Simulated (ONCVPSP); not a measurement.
# Ti: the cost of one run

The numbers are computed with ONCVPSP 4.0.1.1 (patched build) (PBE, scalar-relativistic, spin-unpolarised reference atom).

## (1) Starting point

The settings as typed:

* element: titanium (Ti, Z = 22)
* type: optimised norm-conserving Vanderbilt (ONCV)
* frozen core: [Ne]
* valence charge: 12
* reference configuration: 3s2 3p6 3d2 4s1.5 (charge +0.5)
* partial waves: 3s+4s: rc 1.95 bohr, ncon 4, nbas 9, qcut 6.3 1/bohr, 2 projectors; 3p: rc 1.10 bohr, ncon 4, nbas 7, qcut 8.8 1/bohr, 3 projectors, debl 0.9 Ha; 3d: rc 1.40 bohr, ncon 5, nbas 10, qcut 17.2 1/bohr, 1 projector
* local potential: polynomial inside 0.70 bohr (lpopt 5, dvloc0 6 Ha)
* core correction: Teter function, fcfact 5.75, rcfact 1.3

An earlier all-electron run gives the scale for the radii.

All-electron outer shells of the reference configuration (PBE, scalar-relativistic, ld1.x):

| shell | level (eV) | outermost node (bohr) | outermost maximum (bohr) |
| --- | --- | --- | --- |
| 2p | -447.70 | – | 0.22 |
| 3s | -66.09 | 0.40 | 0.87 |
| 3p | -42.33 | 0.37 | 0.90 |
| 3d | -7.65 | – | 0.98 |
| 4s | -7.32 | 1.24 | 2.85 |
| 4p | -3.93 | 1.38 | 3.57 |

## (2) Generation

Input file Ti.dat:

```
# ATOM AND REFERENCE CONFIGURATION
# atsym  z   nc   nv     iexc    psfile
  Ti 22.00    3    4        4      upf
#
#   n    l    f
    1    0    2.00
    2    0    2.00
    2    1    6.00
    3    0    2.00
    3    1    6.00
    3    2    2.00
    4    0    1.50
#
# PSEUDOPOTENTIAL AND OPTIMIZATION
# lmax
    2
#
#   l,   rc,      ep,       ncon, nbas, qcut
    0    1.95    0.00    4    9    6.30
    1    1.10    0.00    4    7    8.80
    2    1.40    0.00    5   10   17.20
#
# LOCAL POTENTIAL
# lloc, lpopt,  rc(5),   dvloc0
    4    5    0.70    6.00
#
# VANDERBILT-KLEINMAN-BYLANDER PROJECTORs
# l, nproj, debl
    0    2    1.90
    1    3    0.90
    2    1    2.90
#
# MODEL CORE CHARGE
# icmod, fcfact, rcfact
    3    5.75    1.30
#
# LOG DERIVATIVE ANALYSIS
# epsh1, epsh2, depsh
   -4.00    5.00    0.02
#
# OUTPUT GRID
# rlmax, drl
    6.00    0.01
#
# TEST CONFIGURATIONS
# ncnf
    4
# nvcnf
#   n    l    f
    4
    3    0    2.00
    3    1    6.00
    3    2    2.00
    4    0    2.00
#
    4
    3    0    2.00
    3    1    6.00
    3    2    2.00
    4    0    1.00
#
    4
    3    0    2.00
    3    1    6.00
    3    2    2.00
    4    0    0.00
#
    4
    3    0    1.00
    3    1    6.00
    3    2    2.00
    4    0    2.00
#
```

Command:

```bash
$ oncvpsp.x < Ti.dat > Ti.out
```

**Question.** How long does this run take on 1 thread of Neoverse-N1, shared host?

About 5.5 s.
